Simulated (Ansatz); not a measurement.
# SiSeF₃ radical: how energies converge with the basis set

One table from this session's results is given with a row withheld; the runs are named, their logs left out.

Computed with Ansatz 0.2.0, Gaussian basis. Level: one geometry, several basis sets.

The runs, in order: PBE0-D4/def2-SVP; ωB97M-V/def2-SVP; PBE0-D4/def2-QZVPP; ωB97M-V/def2-QZVPP; the functionals' def2-TZVPP values are taken from earlier runs.

**The relaxed structure**

All runs share one geometry, relaxed beforehand with PBE0-D4 in a triple-zeta def2 set.

SMILES `F[Si](F)(F)[Se]`, 5 atoms, charge 0, spin multiplicity 2.

Atoms are counted from 1 here; the program's logs count them from 0.

Bond lengths: F1–Si2 1.573 Å, Si2–F3 1.574 Å, Si2–F4 1.573 Å, Si2–Se5 2.236 Å. Angles: F1–Si2–F3 108.5°, F1–Si2–F4 106.3°, F1–Si2–Se5 112.7°, F3–Si2–F4 108.5°, F3–Si2–Se5 108.1°, F4–Si2–Se5 112.6°.

Set-up of the first run:

in.yaml reads:

```yaml
crystal:
  periodic: [false, false, false]
  atoms:
    - {symbol: F, position_ang: [0.019059, 0.030180, 1.613101]}
    - {symbol: Si, position_ang: [0.076245, -0.080349, 0.044837]}
    - {symbol: F, position_ang: [-0.439514, -1.506936, -0.373521]}
    - {symbol: F, position_ang: [1.594464, 0.038525, -0.349888]}
    - {symbol: Se, position_ang: [-1.200354, 1.444980, -0.975829]}
basis:
  gaussian: {orbitals: def2-SVP}
magnetization: {spin_polarized: true, initial_magnetization: 1}
hamiltonian: {xc: pbe0, dispersion: d4}
output: {orbitals: {seedname: orbitals}}
```

Started as:

```
> ansatz run in.yaml --threads 4 --pin off --events-out ev --progress --plain --max-ram 10444MiB
```

Steps of the session up to this table: PBE0-D4 in def2-SVP; ωB97M-V in def2-SVP; PBE0-D4 in def2-QZVPP; ωB97M-V in def2-QZVPP.

One of the session's tables, all rows but one given; the rest of the session is left out.

It belongs to the step «Functionals by basis». 

| functional | basis | HOMO (eV) | LUMO (eV) |
| --- | --- | --- | --- |
| PBE0-D4 | def2-SVP | -7.77 | -5.32 |
| PBE0-D4 | def2-TZVPP | -7.88 | -5.34 |
| PBE0-D4 | def2-QZVPP | -7.91 | -5.34 |
| ωB97M-V | def2-SVP | -9.92 | -3.13 |
| ωB97M-V | def2-TZVPP | -10.04 | -3.23 |
| ωB97M-V | def2-QZVPP | ? | ? |

Estimate the missing values for ωB97M-V, def2-QZVPP.

The run gave: HOMO (eV): -10.07; LUMO (eV): -3.24. In the column «HOMO (eV)» it is the lowest.
